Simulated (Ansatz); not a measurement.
# C₂H₅FSSi: up Jacob's ladder to CCSD(T)

Aim: compute C₂H₅FSSi with functionals from several rungs and with coupled cluster. The yardstick is the atomisation energy at the CCSD(T) limit.

Computed with Ansatz 0.2.0, Gaussian basis. Level: functionals in def2-TZVPP, the program's frozen cores in correlated methods.

Plan: PBE-D4, r2SCAN-D4, PBE0-D4, B3LYP-D4, ωB97X-V, ωB97M-V, B2PLYP; CCSD(T)/def2-TZVPP; MP2/def2-QZVPP; extrapolation to the limit.

### Step 1. The geometry

An earlier PBE0-D4/def2-TZVP relaxation fixed the geometry.

SMILES `C[Si@H]1S[C@H]1F`, 10 atoms, charge 0, spin multiplicity 1.

Atoms are counted from 1 here; the program's logs count them from 0.

Bond lengths: C1–Si2 1.852 Å, C1–H6 1.092 Å, C1–H7 1.091 Å, C1–H8 1.093 Å, Si2–S3 2.100 Å, Si2–C4 1.854 Å, Si2–H9 1.482 Å, S3–C4 1.843 Å, C4–F5 1.371 Å, C4–H10 1.086 Å. Angles: Si2–C1–H6 110.8°, Si2–C1–H7 109.6°, Si2–C1–H8 110.3°, H6–C1–H7 108.7°, H6–C1–H8 108.2°, H7–C1–H8 109.0°, C1–Si2–S3 119.9°, C1–Si2–C4 118.5°, C1–Si2–H9 114.6°, S3–Si2–C4 55.1°, S3–Si2–H9 117.1°, C4–Si2–H9 119.1°, Si2–S3–C4 55.7°, Si2–C4–S3 69.2°, Si2–C4–F5 118.9°, Si2–C4–H10 125.0°, S3–C4–F5 114.5°, S3–C4–H10 112.7° and more.

Geometry (Å):

```xyz
10
C2H5FSSi
C    -1.14981   -0.96741    0.43509
Si    0.58515   -0.34938    0.23844
S     1.36029   -0.00161   -1.68153
C     0.84878    1.32603   -0.51080
F    -0.24216    2.05123   -0.91493
H    -1.19941   -2.04569    0.26880
H    -1.79919   -0.47101   -0.28752
H    -1.51506   -0.75992    1.44433
H     1.53207   -0.83381    1.27029
H     1.66255    2.00047   -0.25927
```

### Step 2. PBE-D4 (GGA)

in.yaml

```yaml
crystal:
  periodic: [false, false, false]
  atoms:
    - {symbol: C, position_ang: [-1.149810, -0.967408, 0.435090]}
    - {symbol: Si, position_ang: [0.585151, -0.349377, 0.238440]}
    - {symbol: S, position_ang: [1.360289, -0.001611, -1.681527]}
    - {symbol: C, position_ang: [0.848776, 1.326028, -0.510800]}
    - {symbol: F, position_ang: [-0.242161, 2.051230, -0.914934]}
    - {symbol: H, position_ang: [-1.199413, -2.045695, 0.268804]}
    - {symbol: H, position_ang: [-1.799191, -0.471007, -0.287518]}
    - {symbol: H, position_ang: [-1.515062, -0.759918, 1.444329]}
    - {symbol: H, position_ang: [1.532074, -0.833809, 1.270287]}
    - {symbol: H, position_ang: [1.662548, 2.000466, -0.259269]}
basis:
  gaussian: {orbitals: def2-TZVPP}
hamiltonian: {xc: pbe, dispersion: d4}
output: {forces: true, orbitals: {seedname: orbitals}}
```

Started as:

```bash
> ansatz run in.yaml --threads 4 --pin off --events-out ev --progress --plain --max-ram 10444MiB
```

After this run come: r2SCAN-D4 (meta-GGA); PBE0-D4 (hybrid); B3LYP-D4 (hybrid); ωB97X-V (range-separated); ωB97M-V (range-separated); B2PLYP (double hybrid); CCSD(T) in def2-TZVPP; MP2 in def2-QZVPP.

**Question.** What will the summary of the whole plan be? Wanted: atomisation energy, CCSD(T)/CBS; farthest; mean size of error, hybrid; mean size of error, range-separated; gap, smallest and largest; T1 diagnostic; triples share of the correlation energy.

As calculated:

```
                               quantity                                 value
        atomisation energy, CCSD(T)/CBS                         3629.8 kJ/mol
 functionals within 18.1 kJ/mol (0.5 %)                              B3LYP-D4
                               farthest                 PBE-D4 (+94.6 kJ/mol)
             mean size of error, hybrid                           17.7 kJ/mol
    mean size of error, range-separated                           22.8 kJ/mol
              gap, smallest and largest  5.10 eV (PBE-D4), 11.52 eV (ωB97X-V)
                          T1 diagnostic                                0.0128
triples share of the correlation energy                                 4.1 %
```

PBE-D4 misses by +94.6 kJ/mol, or 9.5 kJ/mol for each of 10 bonds. Double hybrids carry the basis error of their MP2 part in triple zeta, and no dispersion term here, so their miss is partly the set-up's. The reference freezes the cores and leaves out relativity and excitations past (T), so misses under about 18.1 kJ/mol can't be ranked. Hartree-Fock recovers 72 % of the binding; the rest is correlation. The gap grows from 5.1 to 11.5 eV across the functionals, mostly with the share of exact exchange.
